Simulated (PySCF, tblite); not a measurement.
# C₆H₈NO radical: geometry, infrared bands and EPR parameters

Wanted: the infrared bands and EPR parameters of C₆H₈NO radical (`CC(=O)[C]1C=CNC1`), by calculation.

The runs use tblite 0.8.0 and PySCF 2.14.0, with density-fitted response routines of our own; the level of theory stands in each step. All values are computed, except where a source is named. Atoms are numbered from 0 throughout.

**1. Starting geometry**

16 atoms, charge 0, multiplicity 2; geometry from: force field or distance geometry start.

Bonds of the start (Å): C0–C1 1.51, C1–O2 1.24, C1–C3 1.46, C3–C4 1.44, C4–C5 1.34, C5–N6 1.36, N6–C7 1.46, C7–C3 1.50, C0–H8 1.10, C0–H9 1.09, C0–H10 1.08, C4–H11 1.07, C5–H12 1.08, N6–H13 1.01, C7–H14 1.09, C7–H15 1.10.

**2. Geometry optimisation with GFN2-xTB**

The job: settings as JSON, then the geometry in Å.

```
{"job": {"kind": "relax", "xc": "GFN2-xTB", "basis": "xTB"}, "charge": 0, "multiplicity": 2}
C      2.467400     0.372700     0.341600
C      1.402000    -0.638700    -0.011600
O      1.702400    -1.818600    -0.237600
C      0.007300    -0.206300    -0.058500
C     -0.543700     1.100300     0.202000
C     -1.872800     1.019100     0.034000
N     -2.239700    -0.247400    -0.297900
C     -1.102000    -1.157400    -0.380500
H      2.283600     0.774700     1.343900
H      2.457200     1.176900    -0.395300
H      3.439900    -0.104700     0.334100
H      0.009900     1.983600     0.457700
H     -2.609000     1.807500     0.150100
H     -3.194700    -0.527900    -0.460900
H     -1.016300    -1.558200    -1.394300
H     -1.198900    -1.966600     0.361800
```

The run is started by

```console
OMP_NUM_THREADS=1 python probes_run.py task.json out
```

The driver reads the jobs from task.json and runs them one after another.

**Question.** This job is followed by: GFN2-xTB harmonic vibrations, gas phase; UKS B3LYP, pcH-1 on C H N O, non-relativistic, mean-field spin-orbit, GIAO. Predict these results of the whole session: strongest single infrared mode (GFN2-xTB); zero-point energy (GFN2-xTB); g(iso) (B3LYP); ⟨S²⟩; largest a(iso) (averaged by class); surface potential, 1st and 99th percentile.

The runs gave:

| quantity | value |
| --- | --- |
| strongest single infrared mode (GFN2-xTB) | 1626 cm⁻¹, 455 km/mol |
| zero-point energy (GFN2-xTB) | 79.0 kcal/mol |
| g(iso) (B3LYP) | 2.00379 |
| ⟨S²⟩ | 0.762 (exact 0.75) |
| largest a(iso) (averaged by class) | 1H on H14, H15, 114.9 MHz |
| surface potential, 1st and 99th percentile | -2.19 V and 2.35 V |

Relaxing lowered the energy by 0.136 eV in 30 steps; the close pair that moved most is C3–C4, from 1.442 to 1.400 Å. All 42 modes are real, so the xTB geometry is a minimum. The strongest single mode, at 1626 cm⁻¹, moves mainly C1 and O2. Unscaled tight-binding wavenumbers are off by several per cent, some by more. Its intensities can rank the bands wrongly. The largest spin populations lie on C3 (0.41 e), C5 (0.29 e). The isotropic g lies 1.5 ppt above the free-electron value.
